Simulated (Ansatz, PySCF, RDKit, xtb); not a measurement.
**C5H7FO2: which of the isomers drawn lies lowest?**

Which of a sample of isomers of C5H7FO2 is the most stable in the gas at 298.15 K, and what are its properties? The sample is small against all isomers, and the most stable one of this formula need not be in it.

Plan: many cheap relaxations first (GFN2-xTB), then density-functional screening, relaxation at r2SCAN-D4/def2-SVP, vibrations (at GFN2-xTB) and a final energy. The numbers are computed, not measured.

### 1 Possible bonding patterns

Isomers were taken from a list of plausible structures; this is a sample, not all of them. That gives 3 candidates.

| label | SMILES | spin |
| --- | --- | --- |
| c570 | OC1=C(OCF)CC1 | singlet |
| c664 | O=C1CC[C@@H]1OCF | singlet |
| c963 | OC1=CC[C@@H]1OCF | singlet |

Candidates are built by distance geometry, with a force field where one applies, in up to four conformers (letters a to d).

Q: Predict the outcome of this search (final energies at CCSD(T)/def2-SVP + MP2/def2-TZVPP - MP2/def2-SVP).

| quantity | value |
| --- | --- |
| lowest structure found | O=C1CC[C@@H]1OCF, singlet |
| next finalist | OC1=CC[C@@H]1OCF, singlet, 14.0 kcal/mol higher in G |
| share at equilibrium, among the finalists | 100.0 % |
| dipole moment (PBE0/def2-SVPD) | 2.36 D |
| HOMO energy (PBE0/def2-SVPD) | -7.32 eV |
| LUMO energy (PBE0/def2-SVPD) | -1.19 eV |
| HOMO–LUMO gap (PBE0/def2-SVPD) | 6.13 eV |
| lowest excitation (TD-PBE0/def2-SVPD) | 4.05 eV (f = 0.001) |
| strongest of the states computed, same level | 7.13 eV (f = 0.028) |
| lowest triplet excitation, same level, Tamm-Dancoff | 3.48 eV |
| vertical ionisation energy | 9.36 eV |
| vertical electron affinity | -0.71 eV (unbound: the value depends on the basis) |
| vertical triplet less singlet | +3.47 eV |

The lowest structure found is `O=C1CC[C@@H]1OCF`. Among the finalists first place is clear (14.0 kcal/mol); structures outside the list aren't covered. GFN2-xTB, HF/STO-3G, r2SCAN-D4/def2-SVP, r2SCAN-D4/def2-SVP, relaxed, HF/def2-SVP and MP2/def2-SVP already put its bonding pattern lowest among the structures in one piece. One minimum inside the window was never screened. The search is not exhaustive (a finite list of starts, one conformer a finalist), so a lower isomer can't be ruled out. Only 3 drawn patterns were tried, so whole families of isomers are missing, and the result ranks this sample alone.
